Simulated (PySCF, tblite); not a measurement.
# C4H6O5: a rotation path, then NMR shifts on frames, part 2 of 2

tblite 0.8.0 and PySCF 2.14.0. Atoms count from 0.

### Step 5. Nuclear shieldings: image 5, PBE0/pcSseg-1

Job settings and geometry (Å):

```
{"job": {"kind": "nmr", "xc": "PBE0", "basis": "pcSseg-1", "pop": false}, "charge": 0, "multiplicity": 1}
O      2.546300    -1.061000     0.362000
C      1.661000    -0.352700    -0.023700
O      1.727300     0.978300     0.013800
C      0.340900    -0.911700    -0.614300
O     -0.476900    -1.425500     0.408500
C     -1.187400    -0.418500     1.079000
O     -1.926900     0.373400     0.198500
C     -1.077000     0.947600    -0.753000
O     -0.336500    -0.022700    -1.453600
H      2.595400     1.270900     0.343200
H      0.620400    -1.776900    -1.230200
H     -0.494500     0.212800     1.671000
H     -1.895300    -0.925800     1.736300
H     -1.702700     1.449200    -1.492400
H     -0.398500     1.670600    -0.266900
```

Level: GIAO PBE0/pcSseg-1 NMR shielding, non-relativistic, gas phase.

What it wrote:

```text
coarse grid: 13496 points
cycle   1  E = -531.1333018671  dE =  1.897e+00  |g| = 1.252e+00  |ddm| = 3.512e+00
cycle   2  E = -530.6225410340  dE =  5.108e-01  |g| = 2.101e+00  |ddm| = 2.184e+00
cycle   3  E = -531.3840110100  dE = -7.615e-01  |g| = 3.622e-01  |ddm| = 1.562e+00
cycle   4  E = -531.4059843755  dE = -2.197e-02  |g| = 1.135e-01  |ddm| = 2.821e-01
cycle   5  E = -531.4080963517  dE = -2.112e-03  |g| = 2.144e-02  |ddm| = 7.331e-02
cycle   6  E = -531.4081834951  dE = -8.714e-05  |g| = 7.555e-03  |ddm| = 1.934e-02
cycle   7  E = -531.4081934042  dE = -9.909e-06  |g| = 2.025e-03  |ddm| = 4.858e-03
final grid: 133104 points
cycle   8  E = -531.5139742119  dE = -2.276e-05  |g| = 1.781e-02  |ddm| = 2.704e-02
cycle   9  E = -531.5138920216  dE =  8.219e-05  |g| = 2.813e-02  |ddm| = 2.524e-02
cycle  10  E = -531.5140247127  dE = -1.327e-04  |g| = 3.738e-03  |ddm| = 1.706e-02
cycle  11  E = -531.5140272166  dE = -2.504e-06  |g| = 4.227e-04  |ddm| = 2.347e-03
cycle  12  E = -531.5140272464  dE = -2.982e-08  |g| = 1.407e-04  |ddm| = 3.926e-04
cycle  13  E = -531.5140272503  dE = -3.923e-09  |g| = 4.015e-05  |ddm| = 1.115e-04
cycle  14  E = -531.5140272506  dE = -2.669e-10  |g| = 1.242e-05  |ddm| = 3.331e-05
converged SCF energy = -531.5140272506

GIAO shielding tensors (ppm)
atom      isotropic    diamagn.    paramagn.     s11        s22        s33       span
  0 O     -111.032     399.175    -510.207   -325.265   -265.991    258.160    583.425
  1 C       13.689     249.019    -235.330    -93.170     61.045     73.193    166.364
  2 O      120.461     392.608    -272.147    -27.885    156.604    232.663    260.549
  3 C       89.978     244.386    -154.409     80.509     90.412     99.012     18.503
  4 O      233.979     396.845    -162.866    184.141    199.351    318.446    134.305
  5 C       94.914     244.976    -150.061     77.679     92.225    114.839     37.160
  6 O      239.849     395.071    -155.222    178.091    212.187    329.268    151.177
  7 C       95.451     244.240    -148.789     78.230     91.958    116.164     37.934
  8 O      240.895     397.447    -156.551    197.522    212.101    313.063    115.541
  9 H       25.044      29.532      -4.488     19.540     22.183     33.410     13.870
 10 H       26.086      28.549      -2.463     23.229     24.790     30.240      7.011
 11 H       26.407      30.019      -3.613     23.188     26.271     29.761      6.573
 12 H       26.455      27.751      -1.296     22.463     25.381     31.522      9.059
 13 H       26.493      27.718      -1.225     22.676     25.380     31.424      8.748
 14 H       25.423      29.589      -4.165     20.976     26.792     28.502      7.526
```

It took 23 s on 1 thread of INTEL XEON PLATINUM 8581C at 2.10GHz, shared host; peak memory 0.88 GiB.

Key values: δ C1 173.2, C3 96.9, C5 92.0, C7 91.5, H9 6.67, H14 6.29 ppm.

### Step 6. Nuclear shieldings: image 6, PBE0/pcSseg-1

Job settings and geometry (Å):

```
{"job": {"kind": "nmr", "xc": "PBE0", "basis": "pcSseg-1", "pop": false}, "charge": 0, "multiplicity": 1}
O      2.656500    -1.036700     0.061400
C      1.673400    -0.363900    -0.063500
O      1.640500     0.932400     0.250400
C      0.337000    -0.931100    -0.606300
O     -0.471600    -1.406100     0.441100
C     -1.171200    -0.376000     1.088900
O     -1.914700     0.394500     0.192500
C     -1.077100     0.935400    -0.788500
O     -0.340600    -0.056500    -1.463100
H      2.522800     1.240000     0.525700
H      0.601000    -1.813700    -1.203200
H     -0.469900     0.265300     1.657800
H     -1.877700    -0.861300     1.764400
H     -1.715500     1.404200    -1.539100
H     -0.397300     1.681600    -0.340600
```

With the program's defaults for keys left out, this is: GIAO PBE0/pcSseg-1 NMR shielding, non-relativistic, gas phase.

What it wrote:

```text
coarse grid: 13496 points
cycle   1  E = -531.1353322485  dE =  1.890e+00  |g| = 1.248e+00  |ddm| = 3.509e+00
cycle   2  E = -530.6302707549  dE =  5.051e-01  |g| = 2.091e+00  |ddm| = 2.195e+00
cycle   3  E = -531.3847406116  dE = -7.545e-01  |g| = 3.567e-01  |ddm| = 1.574e+00
cycle   4  E = -531.4059937304  dE = -2.125e-02  |g| = 1.129e-01  |ddm| = 2.756e-01
cycle   5  E = -531.4080840341  dE = -2.090e-03  |g| = 2.096e-02  |ddm| = 7.282e-02
cycle   6  E = -531.4081676448  dE = -8.361e-05  |g| = 7.382e-03  |ddm| = 1.899e-02
cycle   7  E = -531.4081771793  dE = -9.534e-06  |g| = 1.956e-03  |ddm| = 4.666e-03
final grid: 133104 points
cycle   8  E = -531.5141260435  dE = -2.300e-05  |g| = 1.767e-02  |ddm| = 2.625e-02
cycle   9  E = -531.5140461008  dE =  7.994e-05  |g| = 2.782e-02  |ddm| = 2.520e-02
cycle  10  E = -531.5141758977  dE = -1.298e-04  |g| = 3.667e-03  |ddm| = 1.695e-02
cycle  11  E = -531.5141783075  dE = -2.410e-06  |g| = 4.264e-04  |ddm| = 2.301e-03
cycle  12  E = -531.5141783378  dE = -3.034e-08  |g| = 1.386e-04  |ddm| = 3.909e-04
cycle  13  E = -531.5141783417  dE = -3.865e-09  |g| = 3.767e-05  |ddm| = 1.102e-04
cycle  14  E = -531.5141783419  dE = -2.315e-10  |g| = 1.230e-05  |ddm| = 3.139e-05
converged SCF energy = -531.5141783419

GIAO shielding tensors (ppm)
atom      isotropic    diamagn.    paramagn.     s11        s22        s33       span
  0 O     -112.393     398.789    -511.183   -322.177   -259.872    244.869    567.047
  1 C       14.461     248.422    -233.961    -93.077     63.972     72.488    165.565
  2 O      122.712     393.120    -270.408    -10.190    150.613    227.712    237.902
  3 C       89.164     243.807    -154.643     83.196     88.569     95.725     12.529
  4 O      237.166     396.910    -159.744    185.196    205.721    320.581    135.385
  5 C       95.770     244.748    -148.978     78.617     93.135    115.559     36.942
  6 O      241.137     394.858    -153.721    178.800    214.065    330.545    151.745
  7 C       96.263     243.873    -147.610     79.368     92.811    116.609     37.241
  8 O      241.375     397.351    -155.975    194.434    215.842    313.850    119.416
  9 H       25.074      29.656      -4.582     19.827     21.940     33.455     13.628
 10 H       26.065      28.893      -2.828     23.334     24.608     30.252      6.918
 11 H       26.122      29.841      -3.719     23.201     25.910     29.255      6.054
 12 H       26.466      27.699      -1.233     22.542     25.357     31.500      8.958
 13 H       26.514      27.609      -1.095     22.703     25.385     31.453      8.750
 14 H       25.292      29.422      -4.129     21.347     26.251     28.279      6.932
```

Run time: 23 s. Hardware: 1 thread of INTEL XEON PLATINUM 8581C at 2.10GHz, shared host; peak memory 0.88 GiB.

This run: δ C1 172.5, C3 97.8, C5 91.2, C7 90.7, H9 6.64, H14 6.42 ppm.

### Step 7. Shielding tensors: image 8, PBE0/pcSseg-1

Job settings and geometry (Å):

```
{"job": {"kind": "nmr", "xc": "PBE0", "basis": "pcSseg-1", "pop": false}, "charge": 0, "multiplicity": 1}
O      2.751500    -0.818800    -0.461100
C      1.696100    -0.344800    -0.152100
O      1.586500     0.763700     0.583200
C      0.339400    -0.957300    -0.575500
O     -0.436200    -1.351500     0.525100
C     -1.172500    -0.302800     1.102600
O     -1.922100     0.395700     0.152600
C     -1.074100     0.897900    -0.837600
O     -0.347200    -0.123000    -1.472300
H      2.467900     1.104500     0.820300
H      0.572000    -1.875500    -1.129900
H     -0.501800     0.393300     1.640400
H     -1.874200    -0.772500     1.794100
H     -1.700000     1.348700    -1.609300
H     -0.389600     1.650300    -0.402200
```

Level: GIAO PBE0/pcSseg-1 NMR shielding, non-relativistic, gas phase.

What it wrote:

```text
coarse grid: 13496 points
cycle   1  E = -531.1378405372  dE =  1.889e+00  |g| = 1.243e+00  |ddm| = 3.509e+00
cycle   2  E = -530.6421477400  dE =  4.957e-01  |g| = 2.076e+00  |ddm| = 2.193e+00
cycle   3  E = -531.3855648555  dE = -7.434e-01  |g| = 3.519e-01  |ddm| = 1.575e+00
cycle   4  E = -531.4062199372  dE = -2.066e-02  |g| = 1.118e-01  |ddm| = 2.701e-01
cycle   5  E = -531.4082663190  dE = -2.046e-03  |g| = 2.050e-02  |ddm| = 7.192e-02
cycle   6  E = -531.4083464064  dE = -8.009e-05  |g| = 7.241e-03  |ddm| = 1.868e-02
cycle   7  E = -531.4083556553  dE = -9.249e-06  |g| = 1.899e-03  |ddm| = 4.553e-03
final grid: 133104 points
cycle   8  E = -531.5149357948  dE = -1.974e-05  |g| = 1.760e-02  |ddm| = 2.503e-02
cycle   9  E = -531.5148564965  dE =  7.930e-05  |g| = 2.771e-02  |ddm| = 2.531e-02
cycle  10  E = -531.5149852792  dE = -1.288e-04  |g| = 3.614e-03  |ddm| = 1.692e-02
cycle  11  E = -531.5149876183  dE = -2.339e-06  |g| = 4.046e-04  |ddm| = 2.252e-03
cycle  12  E = -531.5149876456  dE = -2.732e-08  |g| = 1.311e-04  |ddm| = 3.696e-04
cycle  13  E = -531.5149876491  dE = -3.496e-09  |g| = 3.465e-05  |ddm| = 1.044e-04
cycle  14  E = -531.5149876493  dE = -1.985e-10  |g| = 1.173e-05  |ddm| = 2.929e-05
converged SCF energy = -531.5149876493

GIAO shielding tensors (ppm)
atom      isotropic    diamagn.    paramagn.     s11        s22        s33       span
  0 O     -108.084     398.500    -506.584   -312.952   -249.374    238.073    551.026
  1 C       15.887     248.224    -232.336    -91.937     67.217     72.381    164.318
  2 O      126.605     393.462    -266.857      8.412    145.150    226.253    217.841
  3 C       88.785     243.364    -154.579     85.216     87.241     93.899      8.683
  4 O      242.756     397.180    -154.424    190.843    218.485    318.940    128.098
  5 C       96.302     244.129    -147.827     79.504     93.203    116.199     36.695
  6 O      240.195     394.851    -154.656    176.757    214.219    329.609    152.852
  7 C       96.368     244.358    -147.990     79.380     93.366    116.357     36.977
  8 O      242.001     397.151    -155.150    189.085    216.798    320.120    131.034
  9 H       25.162      29.741      -4.579     20.122     21.827     33.537     13.415
 10 H       26.069      29.106      -3.036     23.642     24.256     30.310      6.668
 11 H       25.581      29.515      -3.934     22.286     25.892     28.566      6.280
 12 H       26.490      27.601      -1.110     22.638     25.339     31.495      8.857
 13 H       26.500      27.650      -1.150     22.642     25.352     31.506      8.864
 14 H       25.643      29.602      -3.959     22.437     25.923     28.567      6.130
```

It took 23 s on 1 thread of INTEL XEON PLATINUM 8581C at 2.10GHz, shared host; peak memory 0.88 GiB.

Key values: δ C1 171.0, C3 98.1, C5 90.6, C7 90.6, H9 6.55, H11 6.14 ppm.

### Step 8. Comparing the runs: NMR shifts

Shifts (ppm) of some atoms, chosen among heavy atoms and hydrogens apart, with basis size and wall time:

```tsv
frame	H11	H14	O0	O2	O8	O6	O4	functions	time
image 0	5.87	5.09	455.5	209.3	103.8	97.9	95.7	183	29 s
image 2	5.14	5.24	449.4	212.9	101.2	97.3	99.6	183	24 s
image 5	5.31	6.29	447.1	215.6	95.2	96.2	102.1	183	23 s
image 6	5.60	6.42	448.5	213.4	94.7	94.9	98.9	183	23 s
image 8	6.14	6.07	444.2	209.5	94.1	95.9	93.3	183	23 s
```

### Step 9. Summary of results

This closing draws on all 2 parts.

| quantity | value |
| --- | --- |
| barrier | 0.077 eV (1.8 kcal/mol) at image 5 |
| end to end (GFN2-xTB) | 0.050 eV |
| 13C shifts against TMS (PBE0/pcSseg-1, image 0) | 173.1, 95.9, 92.8, 92.2 ppm |
| 1H shifts against TMS (PBE0/pcSseg-1, image 0) | 6.58, 5.87, 5.52, 5.25, 5.21, 5.09 ppm |
| 17O shifts against H2O (PBE0/pcSseg-1, image 0) | 455.5, 209.3, 103.8, 97.9, 95.7 ppm |
| surface potential, 1st and 99th percentile | -1.31 V and 2.72 V |
| range of the shift of O0 | 444.2 to 455.5 ppm |

In words: Along the band the dihedral turns by 121°, and the top (dihedral 23°) lies 1.8 kcal/mol above the start (GFN2-xTB, rough), so at room temperature this motion is fast. Ends this close can change order at a higher level. The top was not checked by a frequency run. Shifts at one fixed geometry are not the observed spectrum, which averages over the motion. In the first frame run (image 0): Shielding is most anisotropic at O0 (span 663 ppm, paramagnetic term -521 ppm). By nearest atom (PBE0/pcSseg-1), the HOMO sits on O0 26 %; O8 16 % and the LUMO on C1 42 %; O0 26 %. Across the 5 runs the shift of O0 moves most, between 444.2 (image 8) and 455.5 ppm (image 0).
